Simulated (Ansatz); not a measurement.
# CoB2W2: further runs on the relaxed cell

The task here is to estimate one member of a computed series from the others.

Program: Ansatz 0.2.0. Level of theory: DFT PBEsol, scalar-relativistic, plane waves, PAW. These are calculated values, not measurements.

### The system as given

The structure is orthorhombic, space group Immm (No. 71). Conventional cell: a = 3.162 Å, b = 4.526 Å, c = 7.047 Å, α = 90.00°, β = 90.00°, γ = 90.00°. Co (site symmetry mmm) has 4 B at 2.06 Å in its first shell of neighbours. B (site symmetry m2m) has 1 B at 1.88 Å and 2 Co at 2.06 Å and 6 W at 2.32 to 2.49 Å in its first shell of neighbours. Around W (site symmetry mm2) lie 6 B at 2.32 to 2.49 Å and 4 Co at 2.63 to 2.67 Å.

Structure file:

```
Co B W
1.0
    -1.58095    2.26305    3.52348
     1.58095   -2.26305    3.52348
     1.58095    2.26305   -3.52348
Co B W
1 2 2
Direct
  0.00000 0.00000 0.00000
  0.70716 0.50000 0.20716
  0.29284 0.50000 0.79284
  0.29884 0.79884 0.50000
  0.70116 0.20116 0.50000
```

It is the result of an earlier relaxation at this level (volume 10.08 Å³/atom; gap on the mesh: none (metal)).

Set-up of the first run:

The input, input.yaml:

```yaml
crystal:
  lattice:
    - [-1.5649815521, 2.2401888207, 3.4878888536]
    - [1.5649815521, -2.2401888207, 3.4878888536]
    - [1.5649815521, 2.2401888207, -3.4878888536]
  atoms:
    - { symbol: Co, position: [0.0, 0.0, 0.0] }
    - { symbol: B, position: [0.7071552699, 0.5, 0.2071552699] }
    - { symbol: B, position: [0.2928447301, 0.5, 0.7928447301] }
    - { symbol: W, position: [0.2988421348, 0.7988421348, 0.5] }
    - { symbol: W, position: [0.7011578652, 0.2011578652, 0.5] }
basis:
  ecutwfc: 420
kpoints:
  mp_grid: { grid: [14, 14, 14] }
hamiltonian:
  xc: pbesol
scf:
  occupations: { method: gaussian, width: 0.1 }
output:
  forces: true
  stress: true
  eigenvalues: true
relax:
  adjacent_minimum: "off"
  f_tol: 0.01
  max_steps: 30
  cell: { stress_tol: 0.1, fix: [volume] }
```

Started as:

```
$ ansatz run input.yaml --threads 1 --pin off --max-ram 2560MiB --backend cpu --events-out ev --progress --plain --runs-dir out
```

Among the steps run: The cell scaled to 0.97 of its volume; The cell scaled to 1.03 of its volume; Point at V/V0 = 0.94; The cell scaled to 1.06 of its volume; Volume × 0.91; The cell scaled to 1.10 of its volume; Point at V/V0 = 0.88.

One of the session's tables, all rows but one given; the rest of the session is left out.

It belongs to the step «Equation of state». 

| volume (Å³/atom) | energy above the lowest point (meV/atom) | pressure (GPa) |
| --- | --- | --- |
| 8.875 | 202.7 | 60.07 |
| 9.177 | 107.6 | 41.29 |
| 9.480 | ? | ? |
| 9.782 | 10.7 | 11.63 |
| 10.085 | 0.0 | -0.01 |
| 10.388 | 9.7 | -9.94 |
| 10.690 | 36.7 | -18.39 |
| 11.093 | 95.1 | -27.70 |

Estimate the missing values for volume (Å³/atom) = 9.480.

Worked estimate for «energy above the lowest point (meV/atom)». A straight line through the neighbours (9.177, 107.6) and (9.782, 10.7) gives 107.6 + (10.7 − 107.6) × (9.480 − 9.177) / (9.782 − 9.177) = 59.1; a parabola fitted to 4 rows on both sides gives 45.0.

The run gave: energy above the lowest point (meV/atom): 45.1; pressure (GPa): 25.28. In «energy above the lowest point (meV/atom)» the line misses by +14.0 and the parabola by -0.1.

Limits of these values: Spin polarisation is off in the runs that give these values; a magnetic solution could lie lower.
